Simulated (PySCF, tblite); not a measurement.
**C4H9BGeO: geometry, infrared bands and NMR shifts**

What infrared bands and NMR shifts should C4H9BGeO (`CBOC1=[CH][GeH2][CH2]1`) show?

The runs use tblite 0.8.0 and PySCF 2.14.0, with density-fitted response routines of our own; the level of theory stands in each step. All values are computed, except where a source is named. Atoms are numbered from 0 throughout.

## 1. The molecule as given

16 atoms, charge 0, multiplicity 1; geometry from: force field or distance geometry start.

Bonds of the start (Å): C0–B1 1.62, B1–O2 1.49, O2–C3 1.43, C3–C4 1.30, C4–Ge5 1.88, Ge5–C6 1.89, C6–C3 1.45, C0–H7 1.11, C0–H8 1.11, C0–H9 1.10, B1–H10 1.18, C4–H11 1.11, Ge5–H12 1.54, Ge5–H13 1.54, C6–H14 1.13, C6–H15 1.12.

## 2. Relaxing the molecule with GFN2-xTB

Job settings and geometry (Å):

```
{"job": {"kind": "relax", "xc": "GFN2-xTB", "basis": "xTB"}, "charge": 0, "multiplicity": 1}
C      3.246200    -0.060900     0.612600
B      1.799500     0.010700    -0.116700
O      0.753700     0.721200     0.666900
C     -0.609600     0.361000     0.443000
C     -1.425400    -0.317400     1.197700
Ge    -2.942600    -0.289800     0.091000
C     -1.482100     0.627300    -0.682500
H      3.098500     0.155300     1.690600
H      3.839100     0.746000     0.142700
H      3.697100    -1.049600     0.451200
H      1.519300    -0.864400    -0.861700
H     -1.264200    -0.776100     2.194800
H     -3.293200    -1.587500    -0.660700
H     -4.147800     0.526700     0.582500
H     -1.143800     0.090500    -1.617900
H     -1.652300     1.716000    -0.877400
```

The run is started by

```
> OMP_NUM_THREADS=1 python probes_run.py task.json out
```

One launch serves the whole session: the jobs run in the order shown.

**Question.** This job is followed by: GFN2-xTB harmonic vibrations, gas phase; GIAO PBE0/pcSseg-1 NMR shielding, non-relativistic, gas phase. Predict these results of the whole session: strongest single infrared mode (GFN2-xTB); zero-point energy (GFN2-xTB); 13C shifts against TMS (PBE0/pcSseg-1); 1H shifts against TMS (PBE0/pcSseg-1, means over atoms taken as alike); 11B shifts against BF3·OEt2 (PBE0/pcSseg-1); 17O shifts against H2O (PBE0/pcSseg-1); 73Ge shifts against GeMe4 (PBE0/pcSseg-1).

The runs gave:

| quantity | value |
| --- | --- |
| strongest single infrared mode (GFN2-xTB) | 1306 cm⁻¹, 757 km/mol |
| zero-point energy (GFN2-xTB) | 72.1 kcal/mol |
| 13C shifts against TMS (PBE0/pcSseg-1) | 168.9, 116.6, 24.8, 9.0 ppm |
| 1H shifts against TMS (PBE0/pcSseg-1, means over atoms taken as alike) | 5.72, 5.47, 4.63, 2.36, 0.60 ppm |
| 11B shifts against BF3·OEt2 (PBE0/pcSseg-1) | 46.9 ppm |
| 17O shifts against H2O (PBE0/pcSseg-1) | 288.9 ppm |
| 73Ge shifts against GeMe4 (PBE0/pcSseg-1) | -201 ppm |

What this shows: The optimisation took 177 steps and gained 1.475 eV; among the close pairs (by a distance rule), B1–O2 changed most, from 1.487 to 1.341 Å. No mode is imaginary among the 42: a minimum at this level. The strongest single mode, at 1306 cm⁻¹, moves mainly B1 and O2. Unscaled tight-binding wavenumbers are off by several per cent, some by more. Its intensities can rank the bands wrongly. The most deshielded carbon is C3 (alkene carbon bearing oxygen), at 168.9 ppm: an sp2 carbon further deshielded by the attached heteroatom. At PBE0/pcSseg-1: Shielding is most anisotropic at O2 (span 346 ppm, paramagnetic term -349 ppm). Spin-orbit coupling is left out, which matters for shieldings and couplings at and beside the heavy atoms.
